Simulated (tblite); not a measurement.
# C28H20Br4O4S4: the cost of one run

Programs: tblite 0.8.0 and PySCF 2.14.0, with routines of our own; each step states its level. All values are computed. Atoms count from 0.

### 1 The system as given

60 atoms, charge 0, multiplicity 1; geometry from: force field, distance geometry or constructed start.

### 2 Relaxing the molecule with GFN2-xTB

The job: settings as JSON, then the geometry in Å.

```
{"job": {"kind": "relax", "xc": "GFN2-xTB", "basis": "xTB"}, "charge": 0, "multiplicity": 1}
C      4.191800    -2.245200    -0.993600
O      2.946100    -1.545400    -0.834000
C      2.535000    -1.628900     0.483000
C      1.674000    -2.666100     0.874900
C      1.270600    -2.755700     2.222100
C      1.678700    -1.787300     3.129700
Br     1.110200    -1.895800     4.927900
C      2.485500    -0.717900     2.730400
C      2.897600    -0.622400     1.395000
S      3.843500     0.821900     0.919000
C      2.581400     1.712700     0.002600
C      2.668200     1.717700    -1.392300
C      1.686500     2.355200    -2.144600
Br     1.826700     2.362100    -4.037900
C      0.604600     2.983300    -1.534600
C      0.496700     2.981900    -0.131900
C      1.516600     2.386700     0.633000
O      1.421800     2.384700     2.005600
C      2.098500     3.526500     2.550700
S     -0.917900     3.768300     0.625900
C     -2.289700     2.839500    -0.069100
C     -3.288400     3.577700    -0.714400
C     -4.378200     2.934100    -1.276000
Br    -5.723700     3.939600    -2.153700
C     -4.497000     1.546000    -1.223100
C     -3.517000     0.779100    -0.583700
C     -2.418800     1.437300     0.019200
O     -1.436200     0.696700     0.632100
C     -1.716600     0.516000     2.017100
S     -3.755100    -0.996400    -0.568200
C     -2.222100    -1.595500    -1.287400
C     -1.876500    -1.189800    -2.580200
C     -0.680600    -1.626400    -3.149800
Br    -0.219600    -1.076300    -4.893600
C      0.185700    -2.455700    -2.443200
C     -0.148200    -2.874300    -1.149600
C     -1.379000    -2.478100    -0.591700
O     -1.716400    -2.885400     0.680600
C     -2.446900    -4.119100     0.631700
S      1.034200    -3.890600    -0.264400
H      4.083800    -3.310700    -0.755900
H      4.486300    -2.159500    -2.038500
H      4.985900    -1.800900    -0.384400
H      0.616400    -3.559500     2.537300
H      2.757700     0.050900     3.446600
H      3.491800     1.212100    -1.891800
H     -0.153200     3.456800    -2.144700
H      1.972700     3.502000     3.637000
H      3.173600     3.494200     2.333000
H      1.673900     4.464200     2.182600
H     -3.211700     4.652600    -0.771800
H     -5.350000     1.056000    -1.679400
H     -1.755900     1.472000     2.549700
H     -2.655200    -0.035100     2.169000
H     -0.904000    -0.076800     2.450700
H     -2.529900    -0.528600    -3.143700
H      1.134800    -2.769300    -2.887000
H     -1.836900    -4.919900     0.220500
H     -3.371900    -4.013400     0.057500
H     -2.720400    -4.381000     1.656200
```

Run with:

```console
OMP_NUM_THREADS=4 python large_run.py task.json out
```

This one command runs all jobs of the session in turn.

**Question.** How long does this first job take on 4 threads of Arm Neoverse V1, shared host, and how much memory does it need?

About 8.5 s, with a peak of 0.18 GiB.
